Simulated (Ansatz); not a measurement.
# K3W2: the cost of one run

Computed with Ansatz 0.2.0 (DFT PBE, scalar-relativistic, plane waves, PAW, unless a step's input says otherwise).

**1. The starting structure**

It takes space group P-3m1 (No. 164, trigonal). Conventional cell: a = 5.502 Å, b = 5.502 Å, c = 8.560 Å, α = 90.00°, β = 90.00°, γ = 120.00°. K (site symmetry -3m) is surrounded by 6 W at 3.81 Å. K (site symmetry 3m) has 4 W at 3.31 to 3.42 Å as nearest neighbours. W (site symmetry 3m) is surrounded by 7 K at 3.31 to 3.81 Å.

Coordinates:

```cif
data_structure
_symmetry_space_group_name_H-M 'P-3m1'
_symmetry_Int_Tables_number 164
_cell_length_a 5.5017
_cell_length_b 5.5017
_cell_length_c 8.5597
_cell_angle_alpha 90.000
_cell_angle_beta 90.000
_cell_angle_gamma 120.000
_cell_volume 224.38
loop_
_atom_site_label
_atom_site_type_symbol
_atom_site_symmetry_multiplicity
_atom_site_Wyckoff_symbol
_atom_site_fract_x
_atom_site_fract_y
_atom_site_fract_z
_atom_site_occupancy
K1 K 1 a 0.00000 0.00000 0.00000 1
K2 K 2 d 0.33333 0.66667 0.64500 1
W1 W 2 d 0.33333 0.66667 0.24500 1
```

(A quick probe on a coarse mesh, which set the mesh and smearing, is not shown.)

**3. Rough relaxation on the coarse mesh**

Contents of input.yaml:

```yaml
crystal:
  lattice:
    - [5.5016545616, 0.0, 0.0]
    - [-2.7508272808, 4.7645726132, 0.0]
    - [0.0, 0.0, 8.5596808281]
  atoms:
    - { symbol: K, position: [0.0, 0.0, 0.0] }
    - { symbol: K, position: [0.3333333333, 0.6666666667, 0.645] }
    - { symbol: K, position: [0.6666666667, 0.3333333333, 0.355] }
    - { symbol: W, position: [0.3333333333, 0.6666666667, 0.245] }
    - { symbol: W, position: [0.6666666667, 0.3333333333, 0.755] }
basis:
  ecutwfc: 420
kpoints:
  mp_grid: { grid: [6, 6, 2] }
hamiltonian:
  xc: pbe
scf:
  occupations: { method: gaussian, width: 0.1 }
  lower_state_search: "off"
output:
  forces: true
  stress: true
  eigenvalues: true
relax:
  adjacent_minimum: "off"
  f_tol: 0.04
  max_steps: 70
  cell: { stress_tol: 0.4 }
```

On the command line:

```console
$ ansatz run input.yaml --threads 1 --pin off --max-ram 2560MiB --backend cpu --events-out ev --progress --plain --runs-dir out
```

**Question.** How long does this run take on 1 thread of Intel Xeon Platinum 8375C at 2.90GHz (Ice Lake), shared host, and how much memory does it need?

About 2.8 min, with a peak of 0.53 GiB.
